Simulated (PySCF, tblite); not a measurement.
# C₆H₁₂OSi: geometry, infrared bands and NMR shifts

Aim: predict the infrared bands and NMR shifts of C₆H₁₂OSi (`CCO[C@H]1C=CC[SiH2]1`).

The runs use tblite 0.8.0 and PySCF 2.14.0, with density-fitted response routines of our own; the level of theory stands in each step. All values are computed, except where a source is named. Atoms count from 0, in the outputs and in this text.

## 1. The starting structure

20 atoms, charge 0, multiplicity 1; geometry from: force field or distance geometry start.

Bonds of the start (Å): C0–C1 1.52, C1–O2 1.41, O2–C3 1.43, C3–C4 1.52, C4–C5 1.35, C5–C6 1.51, C6–Si7 1.91, Si7–C3 1.95, C0–H8 1.09, C0–H9 1.09, C0–H10 1.08, C1–H11 1.10, C1–H12 1.12, C3–H13 1.11, C4–H14 1.09, C5–H15 1.09, C6–H16 1.09, C6–H17 1.10, Si7–H18 1.49, Si7–H19 1.49.

## 2. Geometry optimisation with GFN2-xTB

What the job is given:

```
{"job": {"kind": "relax", "xc": "GFN2-xTB", "basis": "xTB"}, "charge": 0, "multiplicity": 1}
C      3.281200    -0.108100    -0.513500
C      2.017000    -0.647700     0.136500
O      1.005600     0.329700     0.053100
C     -0.246400    -0.098300     0.602700
C     -0.989500     1.134900     1.075600
C     -2.232800     1.378800     0.600900
C     -2.840100     0.405000    -0.373700
Si    -1.511800    -0.952500    -0.602400
H      3.594900     0.820200    -0.025700
H      3.076800     0.133300    -1.559400
H      4.087500    -0.830900    -0.460700
H      1.705400    -1.575700    -0.356400
H      2.219100    -0.869400     1.210600
H     -0.079100    -0.759400     1.475000
H     -0.500800     1.822500     1.761400
H     -2.786700     2.263300     0.915200
H     -3.057600     0.897200    -1.318800
H     -3.761200    -0.030800     0.041100
H     -1.973000    -2.271400    -0.072200
H     -1.013700    -1.030200    -2.002700
```

Started as:

```console
$ OMP_NUM_THREADS=1 python probes_run.py task.json out
```

One launch serves the whole session: the jobs run in the order shown.

**Question.** This job is followed by: GFN2-xTB harmonic vibrations, gas phase; GIAO PBE0/pcSseg-1 NMR shielding, non-relativistic, gas phase. What will the session give for the following? strongest single infrared mode (GFN2-xTB); zero-point energy (GFN2-xTB); 13C shifts against TMS (PBE0/pcSseg-1); 1H shifts against TMS (PBE0/pcSseg-1, means over atoms taken as alike); 17O shifts against H2O (PBE0/pcSseg-1); 29Si shifts against TMS (PBE0/pcSseg-1).

As calculated:

```
                                                              quantity                                                           value
                             strongest single infrared mode (GFN2-xTB)                                           2236 cm⁻¹, 348 km/mol
                                          zero-point energy (GFN2-xTB)                                                  101.2 kcal/mol
                                13C shifts against TMS (PBE0/pcSseg-1)                        143.0, 139.8, 82.2, 71.4, 18.3, 16.0 ppm
1H shifts against TMS (PBE0/pcSseg-1, means over atoms taken as alike)  6.34, 6.16, 4.44, 4.43, 4.18, 3.63, 3.37, 1.91, 1.70, 1.30 ppm
                                17O shifts against H2O (PBE0/pcSseg-1)                                                        64.3 ppm
                               29Si shifts against TMS (PBE0/pcSseg-1)                                                       -36.1 ppm
```

In words: The optimisation took 76 steps and gained 0.129 eV; among the close pairs (by a distance rule), C4–C5 changed most, from 1.353 to 1.322 Å. All 54 modes are real, so the xTB geometry is a minimum. The strongest single mode, at 2236 cm⁻¹, moves mainly H18. Unscaled tight-binding wavenumbers are off by several per cent, some by more. Its intensities can rank the bands wrongly.
